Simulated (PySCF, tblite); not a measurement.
# C₄F₃N: geometry, infrared bands, NMR shifts and spin-spin couplings

Wanted: the infrared bands, NMR shifts and spin-spin couplings of C₄F₃N (`N#CC1(F)C(F)=C1F`), by calculation.

The runs use tblite 0.8.0 and PySCF 2.14.0, with density-fitted response routines of our own; the level of theory stands in each step. All values are computed, except where a source is named. Atoms are numbered from 0 throughout.

**1. The molecule as given**

8 atoms, charge 0, multiplicity 1; geometry from: force field or distance geometry start.

Bonds of the start (Å): N0–C1 1.16, C1–C2 1.44, C2–F3 1.38, C2–C4 1.46, C4–F5 1.35, C4–C6 1.33, C6–F7 1.34, C6–C2 1.46.

**2. Geometry optimisation with GFN2-xTB**

What the job is given:

```
{"job": {"kind": "relax", "xc": "GFN2-xTB", "basis": "xTB"}, "charge": 0, "multiplicity": 1}
N      2.125000     0.219300    -1.391900
C      1.318900     0.040000    -0.572300
C      0.358800    -0.202200     0.472700
F      0.912400    -0.656900     1.655300
C     -0.856900     0.582900     0.661500
F     -1.285700     1.599500    -0.121700
C     -0.999600    -0.667100     0.229300
F     -1.563800    -0.906000    -0.957500
```

Launch:

```
> OMP_NUM_THREADS=1 python probes_run.py task.json out
```

The driver reads the jobs from task.json and runs them one after another.

**Question.** This job is followed by: GFN2-xTB harmonic vibrations, gas phase; GIAO PBE0/pcSseg-1 NMR shielding, non-relativistic, gas phase; B3LYP/pcJ-1 indirect spin-spin coupling, non-relativistic, gas phase. Predict these results of the whole session: strongest single infrared mode (GFN2-xTB); zero-point energy (GFN2-xTB); ¹³C shifts against TMS (PBE0/pcSseg-1, means over atoms taken as alike); ¹⁵N shifts against NH3 (PBE0/pcSseg-1); ¹⁹F shifts against CFCl3 (PBE0/pcSseg-1, means over atoms taken as alike); surface potential, 1st and 99th percentile; largest coupling of the table (B3LYP/pcJ-1).

The runs gave:

```
                                                                 quantity                     value
                                strongest single infrared mode (GFN2-xTB)     1285 cm⁻¹, 496 km/mol
                                             zero-point energy (GFN2-xTB)             19.6 kcal/mol
  ¹³C shifts against TMS (PBE0/pcSseg-1, means over atoms taken as alike)    118.9, 116.1, 75.3 ppm
                                   ¹⁵N shifts against NH3 (PBE0/pcSseg-1)                 311.3 ppm
¹⁹F shifts against CFCl3 (PBE0/pcSseg-1, means over atoms taken as alike)        -129.7, -153.2 ppm
                                    surface potential, 1st and 99th percentile        -1.38 V and 1.56 V
                              largest coupling of the table (B3LYP/pcJ-1)  ¹J(C,F) C4–F5, -549.5 Hz
```

**Reading.** Over 29 steps the energy fell by 2.035 eV; of the close pairs, C2–C6 changed most, 1.456 to 1.507 Å. All 18 modes are real, so the xTB geometry is a minimum. The strongest single mode, at 1285 cm⁻¹, is carried by C6, C4, F7, F5. Unscaled tight-binding wavenumbers are off by several per cent, some by more. Its intensities can rank the bands wrongly. The most deshielded carbon is C4, C6 (mean) (fully substituted alkene carbon), at 118.9 ppm: as expected for a trigonal carbon in a double bond. At PBE0/pcSseg-1: The widest tensor belongs to N0: span 484 ppm, with a paramagnetic part of -381 ppm. At PBE0/pcSseg-1, counted by nearest atom on the grid, the HOMO lies on C4, C6 about 30 % each; F5, F7 about 11 % each, the LUMO on C1, C4, C6 about 20 % each; N0 21 %. In the run at B3LYP/pcJ-1, the largest coupling of the table is C4–F5 (mean over like pairs), -549.5 Hz, of which the Fermi-contact term gives -514.8 Hz. Density functionals describe couplings to fluorine poorly, F–F couplings above all, so those rows are rough.
